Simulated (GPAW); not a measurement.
Something may be wrong with this GPAW 26.7.0 calculation of AlIn.

Contents of run.py:

```python
from ase.dft.bandgap import bandgap
from ase.io import read, write
from ase.units import GPa
from gpaw import GPAW, PW

atoms = read('POSCAR')

calc = GPAW(mode=PW(600),
            xc='PBE',
            kpts={'size': (10, 10, 5), 'gamma': True},
            occupations={'name': 'fermi-dirac', 'width': 0.05},
            nbands=16,
            convergence={'density': 1e-05, 'energy': 1e-05},
            maxiter=60,
            nelm=400,
            txt='gpaw.txt')
atoms.calc = calc
energy = atoms.get_potential_energy()
forces = atoms.get_forces()
stress = atoms.get_stress()
calc.write('gs.gpw')
write('result.traj', atoms)
print(f'Energy: {energy:.6f} eV')
print('Forces (eV/A):')
print(forces.round(4))
print('Stress (GPa):', (stress / GPa).round(3))
print('Fermi level:', round(calc.get_fermi_level(), 4), 'eV')
print(f'Gap: {bandgap(calc)[0]:.4f} eV, direct: {bandgap(calc, direct=True)[0]:.4f} eV')
```

The input POSCAR:

```
AlIn
1.0
    2.8708857494      0.0000000000      0.0000000000
   -1.4354428747      2.4862599904      0.0000000000
    0.0000000000      0.0000000000      5.4783388000
Al In
1 1
Direct
    0.0000000000      0.0000000000      0.0000000000
    0.0000000000      0.0000000000      0.5000000000
```

Potentials or basis: GPAW PAW data sets (gpaw-data 1.2.1), pw.

Launch:

```bash
$ OMP_NUM_THREADS=1 python run.py
```

gpaw.txt:

```text
TypeError: GPAW() got an unexpected keyword argument 'nelm'
```

Task: What happened, and what is wrong with the input?

Result: The program refused the input. The input holds a flaw that was put in on purpose: keyword that the code doesn't know (nelm = 400).
